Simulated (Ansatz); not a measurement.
# Ir2Ru: a trial structure relaxed

The task: take a trial cell of Ir2Ru to zero force and stress, then test the end with a random kick.

Program: Ansatz 0.2.0. Level of theory: DFT PBE, scalar-relativistic, plane waves, PAW. These are calculated values, not measurements.

**1. The structure to begin with**

It takes space group P-3m1 (No. 164, trigonal). The conventional cell has a = 2.741 Å, b = 2.741 Å, c = 13.173 Å, α = 90.00°, β = 90.00°, γ = 120.00°. Around Ru (site symmetry 3m) lie 9 Ru at 2.63 to 2.74 Å and 3 Ir at 2.69 Å. Ir (site symmetry 3m) has 3 Ru at 2.69 Å and 9 Ir at 2.74 to 2.75 Å in its first shell of neighbours. Ir (site symmetry 3m) is surrounded by 12 Ir at 2.73 to 2.75 Å.

As a file:

```cif
data_structure
_symmetry_space_group_name_H-M 'P-3m1'
_symmetry_Int_Tables_number 164
_cell_length_a 2.7410
_cell_length_b 2.7410
_cell_length_c 13.1729
_cell_angle_alpha 90.000
_cell_angle_beta 90.000
_cell_angle_gamma 120.000
_cell_volume 85.71
loop_
_atom_site_label
_atom_site_type_symbol
_atom_site_symmetry_multiplicity
_atom_site_Wyckoff_symbol
_atom_site_fract_x
_atom_site_fract_y
_atom_site_fract_z
_atom_site_occupancy
Ru1 Ru 2 d 0.66667 0.33333 0.92050 1
Ir1 Ir 2 d 0.66667 0.33333 0.24452 1
Ir2 Ir 2 d 0.66667 0.33333 0.58466 1
```

The start is the relaxed end of an invented cell (made as: elements ordered on the sites of the Pd type, Ru/Ir on Pd (P-3m1, No. 164)), taken up again for a closer look.

**2. Probe: one point on a coarse mesh**

Input file input.yaml:

```yaml
crystal:
  lattice:
    - [2.741007, 0.0, 0.0]
    - [-1.3705035, 2.3737817, 0.0]
    - [0.0, 0.0, 13.1729028]
  atoms:
    - { symbol: Ru, position: [0.6666667, 0.3333333, 0.920501] }
    - { symbol: Ru, position: [0.3333333, 0.6666667, 0.079499] }
    - { symbol: Ir, position: [0.6666667, 0.3333333, 0.24452] }
    - { symbol: Ir, position: [0.6666667, 0.3333333, 0.584661] }
    - { symbol: Ir, position: [0.3333333, 0.6666667, 0.75548] }
    - { symbol: Ir, position: [0.3333333, 0.6666667, 0.415339] }
basis:
  ecutwfc: 420
kpoints:
  mp_grid: { grid: [6, 6, 2] }
hamiltonian:
  xc: pbe
scf:
  occupations: { method: gaussian, width: 0.1 }
  lower_state_search: "off"
output:
  forces: true
  stress: true
  eigenvalues: true
```

Started as:

```sh
> ansatz run input.yaml --threads 4 --pin off --max-ram 8192MiB --backend cpu --events-out ev --progress --plain --runs-dir out
```

What it wrote, cut to the lines that bear on the results:

```text
[...]
SCF converged after 8 iterations
Free energy (F): -59498.348141 eV
[...]
E sigma→0 (E₀):  -59498.331777 eV
Entropy (-TS):   -0.032729 eV (-5.455 meV/atom)
Fermi energy:    24.383594 eV
[...]
--- Forces (eV/Å), atoms counted from 1 ---
  atom   1  Ru    -0.00000000     0.00000000    -0.13852185
  atom   2  Ru     0.00000000    -0.00000000     0.13852185
  atom   3  Ir    -0.00000000     0.00000000     0.01639978
  atom   4  Ir    -0.00000000     0.00000000     0.07531195
  atom   5  Ir     0.00000000    -0.00000000    -0.01639978
  atom   6  Ir    -0.00000000    -0.00000000    -0.07531195
[...]
--- Stress (GPa, compression-positive) ---
        3.550168       0.000000       0.000000
        0.000000       3.550168       0.000000
        0.000000       0.000000      -4.740899
  P = ⅓ Tr σ = 0.7865 GPa (7.865 kbar)
--- Band table (eV; the first three rows and the last of 14) ---
[...]
```

Wall time 0.83 s (4 threads of Intel Xeon 6975P-C (Granite Rapids), shared host); peak memory 0.49 GiB.

The probe gives pressure 0.8 GPa, largest force 0.14 eV/Å, gap on this mesh none (metal). The relaxation goes to the converged mesh at once.

**3. Spin check on a coarse mesh**

Input file input.yaml:

```yaml
crystal:
  lattice:
    - [2.741007, 0.0, 0.0]
    - [-1.3705035, 2.3737817, 0.0]
    - [0.0, 0.0, 13.1729028]
  atoms:
    - { symbol: Ru, position: [0.6666667, 0.3333333, 0.920501], spin: 1.0 }
    - { symbol: Ru, position: [0.3333333, 0.6666667, 0.079499], spin: 1.0 }
    - { symbol: Ir, position: [0.6666667, 0.3333333, 0.24452], spin: 1.0 }
    - { symbol: Ir, position: [0.6666667, 0.3333333, 0.584661], spin: 1.0 }
    - { symbol: Ir, position: [0.3333333, 0.6666667, 0.75548], spin: 1.0 }
    - { symbol: Ir, position: [0.3333333, 0.6666667, 0.415339], spin: 1.0 }
basis:
  ecutwfc: 420
kpoints:
  mp_grid: { grid: [6, 6, 2] }
hamiltonian:
  xc: pbe
scf:
  occupations: { method: gaussian, width: 0.1 }
  lower_state_search: "off"
output:
  forces: true
  stress: true
  eigenvalues: true
  populations: true
magnetization:
  spin_polarized: true
```

Started as:

```sh
> ansatz run input.yaml --threads 4 --pin off --max-ram 8192MiB --backend cpu --events-out ev --progress --plain --runs-dir out
```

What it wrote, cut to the lines that bear on the results:

```text
[...]
SCF converged after 17 iterations
Magnetization: 0.0000 μB (50.0000 up, 50.0000 down)
Absolute magnetization: 0.0000 μB (∫|ρ↑−ρ↓|, with the PAW one-centre terms)
Spin contamination: 0.0000 ħ² per cell (⟨S²⟩ above its minimum at these occupations)
Per-site moments (μB) at R_I (Å): [(3.4294138419963956e-6, 1.0828543465337486), (3.4294138416875e-6, 1.0828543465337486), (4.839378698335379e-6, 1.1091421539436643), (-7.28374230728735e-6, 1.1281203796818682), (4.8393786980715415e-6, 1.1091421539436643), (-7.2837423076030736e-6, [...]
Free energy (F): -59498.348141 eV
[...]
E sigma→0 (E₀):  -59498.331777 eV
Entropy (-TS):   -0.032728 eV (-5.455 meV/atom)
Fermi energy:    24.383595 eV
[...]
--- Forces (eV/Å), atoms counted from 1 ---
  atom   1  Ru     0.00000000     0.00000000    -0.13852089
  atom   2  Ru    -0.00000000    -0.00000000     0.13852089
  atom   3  Ir     0.00000000     0.00000000     0.01640486
  atom   4  Ir     0.00000000     0.00000000     0.07529379
  atom   5  Ir     0.00000000    -0.00000000    -0.01640486
  atom   6  Ir     0.00000000    -0.00000000    -0.07529379
[...]
--- Stress (GPa, compression-positive) ---
        3.550167       0.000000       0.000000
        0.000000       3.550167       0.000000
        0.000000       0.000000      -4.740963
  P = ⅓ Tr σ = 0.7865 GPa (7.865 kbar)
--- Band table (eV; the first three rows and the last of 28) ---
[...]
--- Löwdin populations: 6 sites ---
  site symbol       q [e]    m [muB]
     0     Ru     15.9488     0.0000
     1     Ru     15.9488     0.0000
     2     Ir     16.7700     0.0000
     3     Ir     16.8113    -0.0000
     4     Ir     16.7700     0.0000
     5     Ir     16.8113    -0.0000
  spilling = 0.009398 (of n_electrons = 100.000000)
```

Wall time 2.8 s (4 threads of Intel Xeon 6975P-C (Granite Rapids), shared host); peak memory 0.53 GiB.

Per atom:

```
atom  Löwdin electrons
 Ru1             15.95
 Ru2             15.95
 Ir3             16.77
 Ir4             16.81
 Ir5             16.77
 Ir6             16.81
```

The Löwdin counts miss 0.94 of the 100 electrons, which the atomic orbitals do not span, so they are no charges.

The same cell is solved with trial moments on Ir and Ru. The largest site moment that stays is 0.00 μB and the cell's total 0.00 μB. The workflow keeps spin only above 0.25 μB on a site, so the next run goes without spin.

**4. Full relaxation**

Input file input.yaml:

```yaml
crystal:
  lattice:
    - [2.741007, 0.0, 0.0]
    - [-1.3705035, 2.3737817, 0.0]
    - [0.0, 0.0, 13.1729028]
  atoms:
    - { symbol: Ru, position: [0.6666667, 0.3333333, 0.920501] }
    - { symbol: Ru, position: [0.3333333, 0.6666667, 0.079499] }
    - { symbol: Ir, position: [0.6666667, 0.3333333, 0.24452] }
    - { symbol: Ir, position: [0.6666667, 0.3333333, 0.584661] }
    - { symbol: Ir, position: [0.3333333, 0.6666667, 0.75548] }
    - { symbol: Ir, position: [0.3333333, 0.6666667, 0.415339] }
basis:
  ecutwfc: 420
kpoints:
  mp_grid: { grid: [18, 18, 4] }
hamiltonian:
  xc: pbe
scf:
  occupations: { method: gaussian, width: 0.1 }
output:
  forces: true
  stress: true
  eigenvalues: true
relax:
  adjacent_minimum: "off"
  f_tol: 0.01
  max_steps: 80
  cell: { stress_tol: 0.05 }
```

Started as:

```sh
> ansatz run input.yaml --threads 4 --pin off --max-ram 8192MiB --backend cpu --events-out ev --progress --plain --runs-dir out
```

What it wrote, cut to the lines that bear on the results:

```text
Warning: RAYON_NUM_THREADS=4 ignored (pool sized by the plan → 4); use --threads N
[...]
Pseudopotentials: kind: paw
Pseudopotential: Ru, paw, valence charge 16, recommended cutoff 420 eV (normal), Ru.paw.azcp
Pseudopotential: Ir, paw, valence charge 17, recommended cutoff 420 eV (normal), Ir.paw.azcp
Functional definition: PBE
[...]
Crystal: 6 atoms, lattice volume = 85.710 Å³
Basis set: ecut = 420 eV, 1695 PW (Γ), exchange–correlation on 40×40×180 points (8 copies of the dense FFT grid, shifted against one another)
Bands: 60, of which v1, the nominal top of the filled ones, is band 50 counted from 1 (49 counted from 0)
Symmetry: 12 space group operations
Space group: P-3m1 (ITA 164), of the structure as read, at distance tolerance 4.4e-5 Å
k-points: 138 of 1296
[...]
       -0.000000       0.005597       0.000000
       -0.000000       0.000000       0.001210
  P = ⅓ Tr σ = 0.0041 GPa (0.041 kbar)
--- Band table (eV; the first three rows and the last of 138) ---
[...]
--- Relaxed structure (1 steps of the walk, 1 accepted, 1 SCFs on fresh bases) ---
  F+E_penalty+E_count = -59498.55939557 eV   max|allowed force component| = 8.829e-4 eV/Å   (the final SCF, on the basis selected at the relaxed cell)
  cell:  # Å, volume = 85.7102 Å³
    - [2.7410070034924074, 0.0, 0.0]
    - [-1.3705035017462037, 2.3737816969754864, 0.0]
    - [0.0, 0.0, 13.1729028]
  atoms:
    - { symbol: Ru, position: [0.6666666666666665, 0.3333333333333333, 0.920501] }
    - { symbol: Ru, position: [0.3333333333333333, 0.6666666666666666, 0.079499] }
    - { symbol: Ir, position: [0.6666666666666665, 0.3333333333333333, 0.24452] }
    - { symbol: Ir, position: [0.6666666666666665, 0.3333333333333333, 0.584661] }
    - { symbol: Ir, position: [0.3333333333333333, 0.6666666666666666, 0.75548] }
    - { symbol: Ir, position: [0.3333333333333333, 0.6666666666666666, 0.41533900000000007] }
```

Wall time 12 s (4 threads of Intel Xeon 6975P-C (Granite Rapids), shared host); peak memory 0.84 GiB.

Relaxation path:

| step | E - E(step 1) (eV/cell) | largest force component (eV/Å) | pressure (GPa) | volume (Å³) |
| --- | --- | --- | --- | --- |
| 1 | 0.0000 | 0.0009 | 0.00 | 85.71 |
| 2 | 0.0000 | 0.0009 | 0.00 | 85.71 |

Step 1 is the start. Step 2 repeats the geometry before it on a plane-wave basis chosen anew for that cell, so its energy need not be comparable with the rows above.

|  | before | after | change |
| --- | --- | --- | --- |
| a (Å) | 2.741 | 2.741 | 0.0 % |
| b (Å) | 2.741 | 2.741 | 0.0 % |
| c (Å) | 13.173 | 13.173 | 0.0 % |
| volume (Å³/atom) | 14.29 | 14.29 | 0.0 % |
| shortest distance (Å) | 2.625 | 2.625 | 0.0 % |
| space group (0.01 Å) | P-3m1 | P-3m1 | same |

Forces and stress were held to the start's 12 operations: a distortion of lower symmetry was not tested.

**5. Changing settings: ecutwfc 36.7 Ry, xc rpbe**

Input file input.yaml:

```yaml
crystal:
  lattice:
    - [2.7410070035, 0.0, 0.0]
    - [-1.3705035017, 2.373781697, 0.0]
    - [0.0, 0.0, 13.1729028]
  atoms:
    - { symbol: Ru, position: [0.6666666667, 0.3333333333, 0.920501] }
    - { symbol: Ru, position: [0.3333333333, 0.6666666667, 0.079499] }
    - { symbol: Ir, position: [0.6666666667, 0.3333333333, 0.24452] }
    - { symbol: Ir, position: [0.6666666667, 0.3333333333, 0.584661] }
    - { symbol: Ir, position: [0.3333333333, 0.6666666667, 0.75548] }
    - { symbol: Ir, position: [0.3333333333, 0.6666666667, 0.415339] }
basis:
  ecutwfc: "36.7 Ry"
kpoints:
  mp_grid: { grid: [18, 18, 4] }
hamiltonian:
  xc: rpbe
scf:
  occupations: { method: gaussian, width: 0.1 }
output:
  forces: true
  eigenvalues: true
  stress: true
```

Started as:

```sh
> ansatz run input.yaml --threads 4 --pin off --max-ram 8192MiB --backend cpu --events-out ev --progress --plain --runs-dir out
```

What it wrote, cut to the lines that bear on the results:

```text
Warning: RAYON_NUM_THREADS=4 ignored (pool sized by the plan → 4); use --threads N
[...]
[... 3 set-up lines as earlier in the session ...]
Functional definition: RPBE
[...]
Crystal: 6 atoms, lattice volume = 85.710 Å³
Basis set: ecut = 499.3289376138798 eV, 2113 PW (Γ), exchange–correlation on 40×40×200 points (8 copies of the dense FFT grid, shifted against one another)
Bands: 60, of which v1, the nominal top of the filled ones, is band 50 counted from 1 (49 counted from 0)
[... 2 set-up lines as earlier in the session ...]
k-points: 138 of 1296
[...]
SCF iter   1: F=—  HF=-59566.908163 eV  |F-HF|=—  |Δ(HF+E_count)|=         —  Δρ=9.94e-3  dr2=5.00e-1  ethr=1.77e-3  ⟨swp⟩=5.4  Hψ=25808  notcnv=0  defer=23
[...]
SCF iter   7: F=-59566.919225 eV  HF=-59566.919225 eV  |F-HF|=3.14e-8  |Δ(HF+E_count)|=   4.74e-9  Δρ=4.66e-6  dr2=4.48e-8  ethr=1.00e-10  ⟨swp⟩=6.4  Hψ=32722  notcnv=0
[...]
SCF converged after 7 iterations
Free energy (F): -59566.919225 eV
[...]
E sigma→0 (E₀):  -59566.904059 eV
Entropy (-TS):   -0.030331 eV (-5.055 meV/atom)
Fermi energy:    24.546286 eV
[...]
--- Forces (eV/Å), atoms counted from 1 ---
  atom   1  Ru     0.00000000    -0.00000000    -0.00977590
  atom   2  Ru     0.00000000     0.00000000     0.00977590
  atom   3  Ir     0.00000000    -0.00000000     0.01313223
  atom   4  Ir    -0.00000000    -0.00000000     0.00365841
  atom   5  Ir    -0.00000000     0.00000000    -0.01313223
  atom   6  Ir     0.00000000     0.00000000    -0.00365841
[...]
--- Stress (GPa, compression-positive) ---
        4.128310       0.000000       0.000000
        0.000000       4.128310       0.000000
        0.000000       0.000000       4.227453
  P = ⅓ Tr σ = 4.1614 GPa (41.614 kbar)
--- Band table (eV; the first three rows and the last of 138) ---
[...]
```

Wall time 6.8 s (4 threads of Intel Xeon 6975P-C (Granite Rapids), shared host); peak memory 0.92 GiB.

```
    run     ending   energy change  pressure (GPa)  gap (eV)  force (eV/Å)  cycles   time
 step 4  converged               -             0.0      0.00          0.00       -   12 s
variant  converged  not comparable             4.2      0.00          0.01       7  6.8 s
```

After a change of functional the difference of the totals has no physical meaning; the pressure goes from 0.0 to 4.2 GPa. The cutoff changed too.

**6. Reference for the kick test**

Input file input.yaml:

```yaml
crystal:
  lattice:
    - [2.7410070035, 0.0, 0.0]
    - [0.0, 4.747563394, 0.0]
    - [0.0, 0.0, 13.1729028]
  atoms:
    - { symbol: Ru, position: [0.5, 0.1666666667, 0.920501] }
    - { symbol: Ru, position: [1.0, 0.6666666667, 0.920501] }
    - { symbol: Ru, position: [1.0, 0.3333333333, 0.079499] }
    - { symbol: Ru, position: [0.5, 0.8333333333, 0.079499] }
    - { symbol: Ir, position: [0.5, 0.1666666667, 0.24452] }
    - { symbol: Ir, position: [1.0, 0.6666666667, 0.24452] }
    - { symbol: Ir, position: [0.5, 0.1666666667, 0.584661] }
    - { symbol: Ir, position: [1.0, 0.6666666667, 0.584661] }
    - { symbol: Ir, position: [1.0, 0.3333333333, 0.75548] }
    - { symbol: Ir, position: [0.5, 0.8333333333, 0.75548] }
    - { symbol: Ir, position: [1.0, 0.3333333333, 0.415339] }
    - { symbol: Ir, position: [0.5, 0.8333333333, 0.415339] }
basis:
  ecutwfc: 420
kpoints:
  mp_grid: { grid: [8, 6, 2] }
hamiltonian:
  xc: pbe
scf:
  occupations: { method: gaussian, width: 0.2 }
  lower_state_search: "off"
output:
  forces: true
  stress: true
  eigenvalues: true
```

Started as:

```sh
> ansatz run input.yaml --threads 4 --pin off --max-ram 8192MiB --backend cpu --events-out ev --progress --plain --runs-dir out
```

What it wrote, cut to the lines that bear on the results:

```text
[...]
SCF converged after 7 iterations
Free energy (F): -118997.179975 eV
[...]
E sigma→0 (E₀):  -118997.045658 eV
Entropy (-TS):   -0.268635 eV (-22.386 meV/atom)
Fermi energy:    24.482890 eV
[...]
--- Forces (eV/Å), atoms counted from 1 ---
  atom   1  Ru     0.00000000     0.01869637    -0.05461684
  atom   2  Ru     0.00000000     0.01869637    -0.05461684
  atom   3  Ru     0.00000000    -0.01869637     0.05461684
  atom   4  Ru     0.00000000    -0.01869637     0.05461684
  atom   5  Ir     0.00000000     0.02526519    -0.00446327
  atom   6  Ir     0.00000000     0.02526519    -0.00446327
  atom   7  Ir    -0.00000000     0.03822959     0.00345717
  atom   8  Ir    -0.00000000     0.03822959     0.00345717
[...]
--- Stress (GPa, compression-positive) ---
       -0.066122      -0.000000      -0.000000
       -0.000000       0.379224      -0.023793
       -0.000000      -0.023793       0.502794
  P = ⅓ Tr σ = 0.2720 GPa (2.720 kbar)
--- Band table (eV; the first three rows and the last of 40) ---
[...]
```

Run time: 5.8 s. Hardware: 4 threads of Intel Xeon 6975P-C (Granite Rapids), shared host; peak memory 1.1 GiB.

The cell holds 12 atoms, 2 times the relaxed one.

(Part 1 of 2 ends here.)
